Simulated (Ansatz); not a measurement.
Working through energies of removing a hydrogen of C₂H₇FOSi, SMILES C[SiH2]C(O)F

With Ansatz's Python interface.

At the Python prompt:
```pycon
>>> import ansatz as az
>>> from ase import Atoms
>>> def total_energy(molecule, charge=0, unpaired=0):
...     calc = molecule.calculation().basis(gaussian="def2-TZVP").functional("r2scan")
...     if charge:
...         calc = calc.charge(charge)
...     if unpaired:
...         calc = calc.spin("collinear", total=unpaired)
...     report = calc.run(threads=1).report
...     if report["published_state_doubts"]:
...         print("  doubts:", report["published_state_doubts"])
...     return report["free_energy_ev"]
...
>>> def without(molecule, index):
...     rest = az.Crystal.molecule()
...     for i, site in enumerate(molecule.cartesian_sites):
...         if i != index:
...             rest = rest.atom(site.symbol, site.position_ang)
...     return rest
...
>>> atoms = Atoms(["C", "Si", "C", "O", "F", "H", "H", "H", "H", "H", "H", "H"], positions=[
...     (-1.296, -0.5468, -0.937),
...     (-0.1389, -0.8389, 0.4151),
...     (0.9804, 0.6067, 0.6763),
...     (1.866, 1.0674, -0.4135),
...     (0.2762, 1.6859, 1.0266),
...     (-0.828, -0.2992, -1.8965),
...     (-1.9885, -1.3515, -1.0915),
...     (-1.9208, 0.3917, -0.7298),
...     (0.6381, -2.0527, 0.132),
...     (-0.8874, -1.1441, 1.6866),
...     (1.6865, 0.3958, 1.539),
...     (1.6893, 2.0304, -0.3732),
... ])
>>> molecule = az.Crystal.molecule_from_ase(atoms)
>>> whole = total_energy(molecule, 0)
>>> hydrogen = total_energy(az.Crystal.molecule().atom("H", (0, 0, 0)), 0, 1)
>>> print(f"E(molecule) = {whole:.5f} eV, E(H) = {hydrogen:.5f} eV")
E(molecule) = -14828.09051 eV, E(H) = -13.60370 eV
>>> for index in [7, 9, 10]:
...     radical = total_energy(without(molecule, index), 0, 1)
...     print(f"H{index}: homolysis {96.485332 * (radical + hydrogen - whole):.1f} kJ/mol")
...
H7: homolysis 448.4 kJ/mol
H9: homolysis 388.1 kJ/mol
H10: homolysis 379.0 kJ/mol
```

What to keep in mind:
- Total energies depend on the basis set; only differences at equal settings carry meaning.
- The geometry is a force-field or estimated start, not a minimum of this method, and the basis set is short of its limit. All parts are taken at fixed geometry, without zero-point energy.
- The whole script took 62 s on 1 thread of Arm Neoverse V2, with other jobs on the host, peak memory 0.4 GiB.
